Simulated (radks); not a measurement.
**Hf¹⁰⁺ in [Kr] 4d10 4f12 5s2 5p2: an all-electron calculation**

The task here is to estimate one member of a computed series from the others.

Method: scalar-relativistic Kohn-Sham, PBE, spin-unpolarised, spherical densities, finite nucleus. Code: radks (a radial shooting solver on a logarithmic mesh, Libxc functionals) version 1.

### The atom as given

- element: hafnium (Z = 72)
- charge: +10
- electrons: 62
- configuration: [Kr] 4d10 4f12 5s2 5p2
- nuclear rms radius: 5.347 fm

The outer shells:

Hf¹⁰⁺
```
[Kr] core
4d [↑↓][↑↓][↑↓][↑↓][↑↓]
4f [↑↓][↑↓][↑↓][↑↓][↑↓][↑ ][↑ ]
5s [↑↓]
5p [↑ ][↑ ][  ]
```

Set-up of the first run:

Settings of this run:

```text
Z 72
configuration [Kr] 4d10 4f12 5s2 5p2 6s0 5d0 6p0 5f0
relativity scalar-relativistic
functional pbe,pbe
spin unpolarised
nucleus finite rms 5.347 fm
c 137.035999084
```

Started as:

```bash
> python run_ks.py task.json out
```

All runs below come from this command, one after another.

Among the steps run: Self-consistent calculation.

One of the session's tables, all rows but one given; the rest of the session is left out.

It belongs to the step «Orbitals and density». From the orbitals of this run (lengths in bohr):

| level | <r> | outermost maximum (interpolated) | 90 % within | nodes |
| --- | --- | --- | --- | --- |
| 1s | 0.01899 | 0.0119 | 0.0345 | 0 |
| 2s | 0.08038 | 0.0681 | 0.125 | 1 |
| 2p | 0.07172 | 0.0557 | 0.117 | 0 |
| 3s | 0.2086 | 0.192 | 0.306 | 2 |
| 3p | 0.2085 | 0.190 | 0.312 | 1 |
| 3d | 0.1889 | 0.155 | 0.293 | 0 |
| 4s | 0.4667 | 0.437 | 0.670 | 3 |
| 4p | 0.4949 | 0.457 | 0.719 | 2 |
| 4d | 0.5283 | 0.469 | 0.790 | 1 |
| 5s | 1.033 | 0.968 | 1.46 | 4 |
| 4f | 0.6001 | 0.445 | 0.973 | 0 |
| 5p | 1.142 | 1.06 | 1.62 | 3 |
| 5d | ? | ? | ? | ? |
| 6s | 1.938 | 1.93 | 2.68 | 5 |
| 6p | 2.125 | 2.12 | 2.95 | 4 |
| 5f | 1.776 | 1.66 | 2.57 | 1 |

Q: Estimate the row for 5d from the others.

The run gave: <r>: 1.348; outermost maximum (interpolated): 1.24; 90 % within: 1.93; nodes: 2. In the column «<r>» it lies between 5p (1.142) and 5f (1.776).

Caveats from the session: Spin polarisation and multiplet splitting are left out.
